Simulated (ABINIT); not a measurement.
Here is an ABINIT 10.8.3 (patched build) calculation.

run.abi

```
# Pseudopotentials
pp_dirpath "./"
pseudos "Ge.GGA_PBE-JTH.xml, N.GGA_PBE-JTH.xml, C.GGA_PBE-JTH.xml"

# Structure
acell 3*1.0
rprim
     3.3897725237     1.9570860790     9.3011511286
    -3.3897725237     1.9570860790     9.3011511286
     0.0000000000    -3.9141721581     9.3011511286
ntypat 3
znucl 32 7 6
natom 4
typat 1 2 2 3
xred
     0.0000000000     0.0000000000     0.0000000000
     0.5839044000     0.5839044000     0.5839044000
     0.4160956000     0.4160956000     0.4160956000
     0.5000000000     0.5000000000     0.5000000000

# Plane-wave basis
ecut 26.0
pawecutdg 48.0
pawxcdev 0
pawovlp 30

# k points
kptopt 1
ngkpt 9 9 9
nshiftk 1
shiftk 0.0 0.0 0.0

# Exchange and correlation
ixc 11

# Bands and occupations
nband 18
occopt 3
tsmear 0.00183747

# SCF cycle
nstep 100
tolvrs 1.0e-9

# Output
iomode 3
prtwf 0
prtden 0
prteig 0
prtebands 0
enunit 2
```

Potentials or basis: JTH PAW PBE v2.0.

Run with:

```bash
$ abinit run.abi > log 2>&1
```

Q: Estimate the band gap on the k mesh.

A: 1.12 eV, indirect (least direct gap 1.96 eV).

Q: What does it give for the largest force?

A: 0.098 eV/Å.

Q: What does it give for the pressure?

A: 0.1 GPa.

Stress tensor (GPa, compression positive):
```
 0.36  0.00  0.00
 0.00  0.36  0.00
 0.00  0.00 -0.52
```

Caveat: an odd mesh through Γ misses points on the zone boundary, where band edges often lie; the atomic spheres overlap.
